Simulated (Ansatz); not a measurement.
This script drives the Ansatz DFT code, driven from Python.

Contents of `POSCAR`:
```text
LiMg3
1.0
   4.41106900    0.00000000    0.00000000
   0.00000000    4.41106900    0.00000000
   0.00000000    0.00000000    4.41106900
Li Mg
1 3
Direct
   0.00000000    0.00000000    0.00000000
   0.50000000    0.50000000    0.00000000
   0.50000000    0.00000000    0.50000000
   0.00000000    0.50000000    0.50000000
```

Script `slab_limg3.py`:
```python
"""Slab calculation for LiMg3."""

import warnings

import ansatz
from ase.build import surface
from ase.io import read
import numpy as np


def main() -> None:
    warnings.simplefilter("ignore", ansatz.DeckWarning)

    atoms = read("POSCAR", format="vasp")
    # the plane is named in the basis of this cell
    slab = surface(atoms, (1, 1, 0), 3, vacuum=8.0)
    slab.pbc = True

    print(slab.get_chemical_formula(), "area {:.3f} A^2, cell height {:.2f} A".format(np.linalg.norm(np.cross(slab.cell[0], slab.cell[1])), slab.cell[2, 2]))


    def settings(structure):
        return (
            ansatz.Crystal.from_ase(structure).calculation()
            .occupations("Fermi-Dirac", width=0.3)
            .basis(420)
            .functional("LDA")
        )


    calc = settings(slab).kpoints(3, 4, 1).electric_field(axis=3, dipole_correction=True).potential().forces()
    outcome = calc.run()
    report = outcome.report

    print(f"slab free energy {report['free_energy_ev']:.4f} eV, Fermi level {report['fermi_energy_ev']:.3f} eV")
    for key, value in report["work_function"].items():
        if isinstance(value, float):
            print(f"{key:34s} {value:12.5f}")

    # surface energy from the bulk energy at the same settings
    bulk = settings(atoms).kpoints(5, 5, 5).run().report
    excess = report["free_energy_ev"] - bulk["free_energy_ev"] * len(slab) / len(atoms)
    area = np.linalg.norm(np.cross(slab.cell[0], slab.cell[1]))
    print(f"mean surface energy {excess / (2 * area) * 16.02177:.3f} J/m^2 ({1000 * excess / (2 * area):.1f} meV/A^2)")

    v = outcome.potential()
    profile = (v.v_es_ev + (0 if v.v_field_ev is None else v.v_field_ev)).mean(axis=(0, 1))
    height = outcome.lattice.cell_ang[2][2]
    print("z (A)   planar potential less the Fermi level (eV)")
    for i in range(0, len(profile), max(len(profile) // 24, 1)):
        print(f"{i * height / len(profile):6.2f} {profile[i] - report['fermi_energy_ev']:9.3f}")


if __name__ == "__main__":
    main()
```

It is started by `python slab_limg3.py`. How long does it take on 1 thread of Arm Neoverse V2, on a shared host, and how much memory does it need?

It took about 27 s, with a peak of 0.81 GiB, for 2 runs of the engine.

```console
$ python slab_limg3.py
Li3Mg9 area 27.517 A^2, cell height 23.80 A
RunWarning: The output density's exchange-correlation potential varies sharply where the density is thin. Do not read a vacuum level from v_tot or v_xc, or from such a field of the output density. On a cell that repeats whose density bears no net charge and no dipole along the vacuum's axis use v_es (v_loc + v_h of the components); under efield.dipole_correction with no amplitude use v_es + v_field, which holds any external_charges[].barrier, or the levels of the report's work_function block, [...]
slab free energy -17717.8098 eV, Fermi level -0.287 eV
ramp_position                           0.95000
ramp_width                              0.10000
amplitude_v_ang                         0.00000
dipole_field_v_ang                     -0.00868
dipole_moment_e_ang                    -0.03140
phi_plus_ev                             3.74518
phi_minus_ev                            3.53869
vacuum_level_plus_ev                    3.45814
vacuum_level_minus_ev                   3.25164
flatness_plus_ev_ang                    0.00024
flatness_minus_ev_ang                   0.00029
ramp_density_extremum_e_ang3            0.00000
ramp_density_minimum_e_ang3            -0.00000
ramp_density_bound_e_ang3               0.00001
ramp_density_effective_e_ang3           0.00000
plane_spacing_ang                       0.14874
mean surface energy 0.769 J/m^2 (48.0 meV/A^2)
z (A)   planar potential less the Fermi level (eV)
  0.00     3.642
  0.89     3.565
  1.78     3.539
  2.68     3.538
  3.57     3.537
  4.46     3.526
  5.35     3.461
  6.25     3.088
  7.14     1.264
  8.03    -4.314
  8.92    -2.045
  9.82    -5.514
 10.71    -2.583
 11.60    -2.193
 12.49    -6.165
 13.39    -1.639
 14.28    -4.326
 15.17    -2.140
 16.06    -5.082
 16.96     2.046
 17.85     3.460
 18.74     3.702
 19.63     3.739
 20.53     3.744
 21.42     3.745
 22.31     3.745
 23.20     3.694
```
(Warnings from the package without file and line, shortened.)

Notes:
- The settings weren't tested for convergence.
- The mesh is modest for a metal, so energies can be off by several to tens of meV an atom and pressures by half a GPa or more; differences at equal mesh fare better.
- The zero of the levels is a convention of the potentials, so an absolute Fermi energy is no work function.
- The smearing is wide enough that free energy and stress hold a thermal part of the electrons.
- The structure comes from a database of computed cells and needn't be a stable or known phase.
- The slab is thin and cut from the structure as given; a cut can leave two unlike or polar faces, and the surface energy is then their mean. Miller indices refer to the vectors of the cell as typed, and the lattice isn't relaxed for this functional, so relaxation and surface energy can hold strain.
- The script silences the warnings on its input, which a real study should read.

(Lines on the test bed's own set-up are left out of the output.)
